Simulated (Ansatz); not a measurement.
Predict the output of the script below (the Ansatz DFT code, driven from Python).

The script, `kconv_tcpt.py`:
```python
# -*- coding: utf-8 -*-
from dataclasses import dataclass
import csv

import ansatz as az
from pymatgen.core import Lattice, Structure
from pymatgen.io.ase import AseAtomsAdaptor


@dataclass(frozen=True)
class RunConfig:
    smearing: str = "fermi_dirac"
    smearing_width: float = 0.05


cfg = RunConfig()

pmg_structure = Structure(
    Lattice([(2.78270592, 0.0, 0.0), (-1.39135296, 2.40989402, 0.0), (0.0, 0.0, 4.485865)]),
    ["Tc", "Pt"],
    [
        (2 / 3, 1 / 3, 0.0),
        (0.0, 0.0, 0.5),
    ],
)
cell = az.Crystal.from_ase(AseAtomsAdaptor.get_atoms(pmg_structure))

base = (
    cell.calculation()
    .functional(az.Functional.PBESOL)
    .occupations(cfg.smearing, width=cfg.smearing_width)
    .forces()
    .stress()
)

rows = []
for value in [1.0, 0.6, 0.4, 0.3]:
    rep = base.kpoints(spacing=value).run(threads=1, pin="off").report
    rows.append((value, rep["free_energy_ev"] / len(rep["lattice"]["sites"]), rep["n_iterations"], sum(rep["stress_gpa"][i][i] for i in range(3)) / 3, max(abs(f) for row in rep["forces_ev_ang"] for f in row), rep["n_kpoints"]))

with open("kconv.csv", "w", newline="") as handle:
    writer = csv.writer(handle)
    writer.writerow(["spacing (1/A)", "F/atom (eV)", "iterations", "P (GPa)", "max component (eV/A)", "k-points"])
    writer.writerows([round(v, 5) if isinstance(v, float) else v for v in row] for row in rows)

for row in rows[:-1]:
    shift = 1000 * (row[1] - rows[-1][1])
    print(f"{row[0]}: {shift:+.2f} meV/atom" + ("  (within 2 meV)" if abs(shift) < 2 else ""))
```

```console
$ python kconv_tcpt.py
DeckWarning: basis.ecutwfc = 500 eV, auto-derived from the records' recommended cutoffs: set by Tc (normal level)
1.0: +212.99 meV/atom
0.6: -4.48 meV/atom
0.4: +4.64 meV/atom
```
(Warnings from the package without file and line.)

File `kconv.csv` afterwards:
```csv
spacing (1/A),F/atom (eV),iterations,P (GPa),max component (eV/A),k-points
1.0,-8860.59455,10,-7.27752,0.0,6
0.6,-8860.81203,9,-12.80062,0.0,10
0.4,-8860.80291,10,-12.15645,0.0,24
0.3,-8860.80754,9,-12.38425,0.0,36
```

Reading the output:
- No spin polarisation was allowed.
- Forces vanish by symmetry here and test nothing.
- Pressure is positive in compression.
- Spin-orbit coupling, which matters for elements this heavy, is left out.
- At these settings the cell as given stands under about -12 GPa, so it isn't at this functional's equilibrium volume.
- The structure comes from a database of computed cells and needn't be a stable or known phase.
- Shifts are counted from the finest mesh, which is itself no proven limit.
- The whole script took 8 s on 1 thread of Arm Neoverse V2, with other jobs on the host, peak memory 0.45 GiB.
